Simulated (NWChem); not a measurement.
**r2SCAN/6-311+G(d,p) run of MgNH3S (SMILES [NH2][Mg][SH])**

What is the electronic atomisation energy of MgNH3S at r2SCAN/6-311+G**? 

Program for the calculation: NWChem 7.3.0.

### Step 1. The molecule

MgNH3S has 6 atoms, charge 0, and is taken as a singlet. As SMILES, `[NH2][Mg][SH]`. Geometry: relaxed at PBE0-D4/def2-TZVP.

Bond lengths: N1–Mg2 1.879 Å, Mg2–S3 2.290 Å, N1–H4 1.009 Å, N1–H5 1.009 Å, S3–H6 1.345 Å. Angles: N1–Mg2–S3 179.2°, Mg2–N1–H4 126.4°, Mg2–N1–H5 126.4°, Mg2–S3–H6 92.8°, H4–N1–H5 107.3°.

### Step 2. A single-point energy at r2SCAN/6-311+G(d,p) (run 1)

File mymol.nw:

```
start mymol
memory 2200 mb
charge 0

geometry noautosym nocenter noautoz
N       -1.031800       0.193600      -1.115500
Mg       0.046800      -0.000500       0.410900
S        1.337700      -0.230500       2.288600
H       -1.178500       1.042600      -1.640300
H       -1.568300      -0.532800      -1.565300
H        2.436200      -0.536400       1.575500
end

basis spherical bse
* library 6-311+G**
end

dft
xc r2scan
grid fine
convergence energy 1e-08
maxiter 100
mulliken
noprint "final vectors analysis"
end

task dft energy
```

Run with:

```bash
$ nwchem mymol.nw > mymol.out
```

Standard output, cut to the lines that bear on the results:

```text
[...]
          Wavefunction type:  closed shell.
          No. of atoms     :     6
          No. of electrons :    38
[...]
          Charge           :     0
          Spin multiplicity:     1
[...]
          AO basis - number of functions:   100
[...]
              XC Information
              --------------
                      r^2SCAN Method XC Functional
               r^2SCAN metaGGA Exchange Functional  1.000
                     r^2SCAN Correlation Potential  1.000
[...]
 d= 0,ls=0.0,diis     1   -654.7564651323 -7.63D+02  1.14D-02  1.16D+00     2.2
[...]
 d= 0,ls=0.0,diis    11   -654.8330464001 -7.31D-10  2.25D-07  4.93D-10    19.1
         Total DFT energy =     -654.833046400136
      One electron energy =    -1121.770554303170
           Coulomb energy =      409.211226024787
    Exchange-Corr. energy =      -50.228303166383
 Nuclear repulsion energy =      107.954585044629
[...]
      Total Density - Mulliken Population Analysis
     ---------------------------------------------
    Atom       Charge   Shell Charges
 -----------   ------   -------------------------------------------------------
    1 N    7     7.99   1.10  0.90  0.78  0.85  1.78  0.73  1.60  0.00  0.25  0.01
    2 Mg  12    11.28   0.78  1.20  1.04  0.95  0.53  0.07  2.35  3.56  0.32  0.15  0.08  0.00  0.01  0.23
    3 S   16    16.28   0.77  1.19  0.94  1.05  1.07  0.88  1.86  4.03  1.02  2.67  0.98 -0.06 -0.13  0.03
    4 H    1     0.75   0.27  0.40  0.04  0.05
    5 H    1     0.75   0.27  0.40  0.04  0.05
    6 H    1     0.94   0.24  0.53  0.13  0.04
[...]
```

Wall time 20 s (1 thread of Intel Xeon Platinum 8488C (Sapphire Rapids), shared host); peak memory 0.11 GiB.

### Step 3. The H atom (run 2)

File test.nw:

```
start test
title "H r2SCAN"
memory total 2200 mb
geometry units angstroms noautosym nocenter noautoz
 H        0.000000       0.000000       0.000000
end
basis spherical bse
 H library 6-311+G**
end
dft
 xc r2scan
 mult 2
 grid fine
 convergence energy 1e-08
 iterations 100
 mulliken
 noprint "final vectors analysis"
end
task dft energy
```

Run the same way, it converges to -0.49993 Eh (log not shown).

Runs 3 to 4 aren't shown in full; the table further down has their settings and results.

### Step 4. The S atom at the same level (run 5)

File geom.nw:

```
start geom
memory stack 880 mb heap 220 mb global 1100 mb
geometry units atomic noautosym nocenter noautoz
   S    0.00000000   0.00000000   0.00000000
end
basis spherical bse
   S library 6-311+G**
end
dft
   xc r2scan
   mult 3
   grid fine
   convergence energy 1e-08
   maxiter 100
   mulliken
   noprint "final vectors analysis"
end
task dft energy
```

Run with:

```bash
$ nwchem geom.nw > geom.out
```

Standard output, cut to the lines that bear on the results:

```text
[...]
          Wavefunction type:  spin polarized.
          No. of atoms     :     1
          No. of electrons :    16
[...]
          Charge           :     0
          Spin multiplicity:     3
[...]
          AO basis - number of functions:    30
[...]
              XC Information
              --------------
                      r^2SCAN Method XC Functional
               r^2SCAN metaGGA Exchange Functional  1.000
                     r^2SCAN Correlation Potential  1.000
[...]
 d= 0,ls=0.0,diis     1   -398.0671020757 -3.98D+02  7.26D-03  1.40D-01     0.3
[...]
 d= 0,ls=0.0,diis     7   -398.0826038355 -4.54D-09  4.92D-07  3.67D-11     1.4
[...]
         Total DFT energy =     -398.082603835539
      One electron energy =     -549.506495357539
           Coulomb energy =      177.025896339091
    Exchange-Corr. energy =      -25.602004817092
 Nuclear repulsion energy =        0.000000000000
[...]
      Total Density - Mulliken Population Analysis
     ---------------------------------------------
    Atom       Charge   Shell Charges
 -----------   ------   -------------------------------------------------------
    1 S   16    16.00   0.78  1.19  0.94  1.05  1.18  0.88  1.85  4.03  0.95  2.39  0.88 -0.02 -0.10  0.00
     --------------------------------------------
      Spin Density - Mulliken Population Analysis
     --------------------------------------------
    Atom       Charge   Shell Charges
 -----------   ------   -------------------------------------------------------
    1 S   16     2.00  -0.00 -0.00  0.00 -0.01  0.02 -0.01  0.04 -0.02  0.41  1.26  0.36 -0.01 -0.05  0.00
[...]
      <S2> =      2.0042 (Exact =     2.0000)
[...]
```

Run time: 2 s. Hardware: 1 thread of Intel Xeon Platinum 8488C (Sapphire Rapids), shared host; peak memory 0.1 GiB.

### Step 5. All runs side by side

```tsv
run	level	partner	energy (Eh)	wall time
1	r2SCAN/6-311+G**	base	-654.833046	20 s
2	U-r2SCAN/6-311+G**	atoms	-0.499928	0.73 s
3	r2SCAN/6-311+G**	atoms	-200.033091	1.4 s
4	U-r2SCAN/6-311+G**	atoms	-54.577751	1 s
5	U-r2SCAN/6-311+G**	atoms	-398.082604	2 s
```

### Step 6. Results

At r2SCAN/6-311+G**:

| quantity | value |
| --- | --- |
| S atom: total energy | -398.08260 Eh |
| S atom: ⟨S²⟩ | 2.004 |
| electronic atomisation energy | 17.410 eV |

**Reading.** Taking the molecule apart into free atoms costs 17.41 eV (1680 kJ/mol), before zero-point energy and without spin-orbit coupling. All runs together took 25 s, the longest 20 s.
